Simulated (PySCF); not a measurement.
**Eu(NH2)2: forces at shaken geometries**

How stiff is Eu(NH2)2? Its atoms are displaced at random by several amounts. The structure is generated, not taken from experiment.

Computed with PySCF 2.14.0. Level: r2SCAN, Eu lcecp-0-SVP with ECP53, N def2-SVP, H def2-SVP; scalar-relativistic core potentials, no spin–orbit coupling.

3 further runs of the same task are left out: 1 for a known fault of the program, 1 that didn't finish, 1 set aside as unsound or not needed.

## Step 1: The system as given

7 atoms, charge 0, spin multiplicity 1.

Bond lengths: Eu1–N2 2.309 Å, Eu1–N5 2.307 Å, N2–H3 1.024 Å, N2–H4 1.025 Å, N5–H6 1.025 Å, N5–H7 1.024 Å. Angles: N2–Eu1–N5 112.2°, Eu1–N2–H3 132.6°, Eu1–N2–H4 123.8°, H3–N2–H4 103.6°, Eu1–N5–H6 122.4°, Eu1–N5–H7 134.0°, H6–N5–H7 103.6°.

As a file:

```xyz
7
EuH4N2
Eu   -0.1428    1.1458    0.0094
N     0.1225   -0.1364    1.9116
H     0.1373    0.0969    2.9081
H     0.2676   -1.1505    1.8998
N    -0.0674   -0.1239   -1.9158
H     0.0805   -1.1383   -1.8994
H    -0.1445    0.0915   -2.9137
```

Formal oxidation states: Eu +2. Each metal's 7 4f electrons lie in its core potential, so multiplicities, spins and levels count the valence alone. An earlier session relaxed this geometry at r2SCAN, Eu lcecp-0-SVP with ECP53, N def2-SVP, H def2-SVP (singlet, point group C2v).

Its energy there is -141.164011 Eh.

## Step 2: Atoms moved at random, σ = 0.06 Å

Input file run.py (the lines that set the calculation):

```python
mol = gto.M(atom='''
Eu    -0.21807     1.11943    -0.02733
N      0.05575    -0.19339     1.87129
H      0.08214     0.05901     2.85820
H      0.31750    -1.08186     1.94141
N     -0.09559    -0.11258    -1.87296
H      0.14977    -1.13542    -1.95790
H     -0.03827     0.13003    -2.81272''',
    basis={'Eu': 'lcecp-0-SVP', 'N': 'def2-SVP', 'H': 'def2-SVP'},
    ecp={'Eu': 'lcecp-0-SVP'},
    charge=0, spin=0)
mf = dft.RKS(mol, xc='R2SCAN')
mf.grids.atom_grid = (50, 194)  # f atoms: unpruned, at least (60, 302)
mf = mf.density_fit()  # fitting sets: Eu AutoAux, N def2-universal-JKFIT, H def2-universal-JKFIT
mf.conv_tol = 1e-08; mf.max_cycle = 55
mf.kernel(dm0)  # dm0: the density of the relaxed state
```

Started as:

```bash
> OMP_NUM_THREADS=2 python run.py
```

## Step 3: Atoms moved at random, σ = 0.15 Å

Input file run.py (the lines that set the calculation):

```python
mol = gto.M(atom='''
Eu     0.07491     1.15717     0.06081
N      0.06640    -0.24157     1.92479
H      0.01982     0.09347     2.78935
H      0.39081    -1.11973     1.95719
N     -0.17501    -0.26181    -1.91163
H      0.17164    -1.02655    -1.70835
H     -0.29534     0.18425    -3.11217''',
    basis={'Eu': 'lcecp-0-SVP', 'N': 'def2-SVP', 'H': 'def2-SVP'},
    ecp={'Eu': 'lcecp-0-SVP'},
    charge=0, spin=0)
mf = dft.RKS(mol, xc='R2SCAN')
mf.grids.atom_grid = (50, 194)  # f atoms: unpruned, at least (60, 302)
mf = mf.density_fit()  # fitting sets: Eu AutoAux, N def2-universal-JKFIT, H def2-universal-JKFIT
mf.conv_tol = 1e-08; mf.max_cycle = 55
mf.kernel(dm0)  # dm0: the density of the relaxed state
```

## Step 4: Atoms moved at random, σ = 0.15 Å

Input file run.py (the lines that set the calculation):

```python
mol = gto.M(atom='''
Eu    -0.36587     1.11268     0.01187
N      0.14737     0.01124     1.80704
H      0.16032     0.14874     3.03742
H      0.40421    -1.14909     1.95439
N      0.07435    -0.20455    -1.97611
H      0.13158    -1.24389    -1.92843
H     -0.29872     0.11009    -2.90617''',
    basis={'Eu': 'lcecp-0-SVP', 'N': 'def2-SVP', 'H': 'def2-SVP'},
    ecp={'Eu': 'lcecp-0-SVP'},
    charge=0, spin=0)
mf = dft.RKS(mol, xc='R2SCAN')
mf.grids.atom_grid = (50, 194)  # f atoms: unpruned, at least (60, 302)
mf = mf.density_fit()  # fitting sets: Eu AutoAux, N def2-universal-JKFIT, H def2-universal-JKFIT
mf.conv_tol = 1e-08; mf.max_cycle = 55
mf.kernel(dm0)  # dm0: the density of the relaxed state
```

**Question.** What will these runs give? Wanted: for each run, σ; energy rise; harmonic estimate −½ F·u; largest force component.

The runs gave:

| σ (Å) | energy rise (eV) | harmonic estimate −½ F·u (eV) | largest force component (eV/Å) |
| --- | --- | --- | --- |
| 0.06 | 0.429 | 0.414 | 5.53 |
| 0.15 | 2.637 | 2.178 | 14.29 |
| 0.15 | 1.372 | 1.219 | 6.90 |

Every displacement raises the energy. For a harmonic well the rise equals −½ F·u; the two differ by at most 17 % here (a move with σ = 0.15 Å), from anharmonicity, the grid and the small forces left at the relaxed point. These are double-zeta-type bases without diffuse functions. Spin–orbit coupling is left out.
